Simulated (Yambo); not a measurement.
# TaAs: optical spectrum by the Bethe-Salpeter equation with PBE

The system is TaAs.

```xyz
4
Lattice="-1.7218 1.7218 5.8679 1.7218 -1.7218 5.8679 1.7218 1.7218 -5.8679" Properties=species:S:1:pos:R:3 pbc="T T T"
Ta    0.0000    0.0000    5.8676
Ta    1.7218    0.0000    2.9336
As    0.0000    0.0000    0.9698
As    0.0000    1.7218    3.9037
```

The cell is a database's computed one.

```
Program                                     : Yambo 5.3.0
Task                                        : optical spectrum by the Bethe-Salpeter equation
Functional                                  : PBE
Potentials or basis                         : PseudoDojo 0.4.1 SR PBE standard
Cutoff                                      : 1143 eV
Density cutoff                              : 4572 eV
k mesh                                      : 4 × 4 × 4
Occupations                                 : fermi-dirac, width 0.05 eV
Spin                                        : no spin polarisation
k mesh of the self-consistent run           : 12 × 12 × 12
Random integration of the Coulomb term      : yes
Direction of the field or of q to 0         : x
Broadening                                  : 0.1 eV
Kernel                                      : Hartree (RPA with local fields)
Terms kept                                  : resonant and antiresonant, uncoupled
Solver                                      : Haydock recursion
Top of the energy range                     : 20 eV
Energy points                               : 200
Correction of the levels                    : none
Bands of the transition space (first, last) : [25, 32]
Bands in the response                       : 53
Cutoff of the response matrix               : 3 Ry
Cutoff of exchange and Vxc                  : 20 Ry
```

```
Band gap on the k mesh, mean-field level : none (metal or under the smearing width)
```

Dielectric function (along the field direction of the input):
```tsv
energy (eV)	real part	imaginary part
0.80	-124.98	75.13
1.21	-64.18	26.45
1.71	-10.20	15.28
2.21	-3.37	41.32
2.71	-14.62	16.83
3.22	-7.76	12.82
3.72	-4.91	16.13
4.22	-12.29	21.02
4.72	-11.22	10.00
5.23	-9.64	3.70
5.63	-7.66	4.81
6.13	-8.65	1.96
6.63	-6.15	1.32
7.14	-5.10	0.29
7.64	-3.97	0.18
8.14	-3.20	0.13
8.64	-2.63	0.10
9.15	-2.17	0.08
9.65	-1.80	0.07
10.15	-1.50	0.06
10.55	-1.29	0.05
11.06	-1.07	0.04
11.56	-0.88	0.04
12.06	-0.72	0.03
12.56	-0.57	0.03
13.07	-0.45	0.02
13.57	-0.34	0.02
14.07	-0.24	0.02
14.57	-0.15	0.02
15.08	-0.07	0.01
15.48	-0.01	0.01
15.98	0.05	0.01
16.48	0.11	0.01
16.98	0.16	0.01
17.49	0.21	0.01
17.99	0.26	0.01
18.49	0.30	0.01
18.99	0.34	0.01
19.50	0.37	0.01
20.00	0.40	0.01
```

Wall time 45 min on 1 thread of Arm Neoverse V2 (shared host).

Caveat: the k mesh is coarse (spacing up to 0.65 Å⁻¹), so the values aren't converged; the intraband (Drude) term of the metal is left out; the ground state has no gap, which makes the many-body step unreliable; spectra need much finer meshes, so this one isn't converged. Spin-orbit coupling is left out, which matters for the levels of Ta.
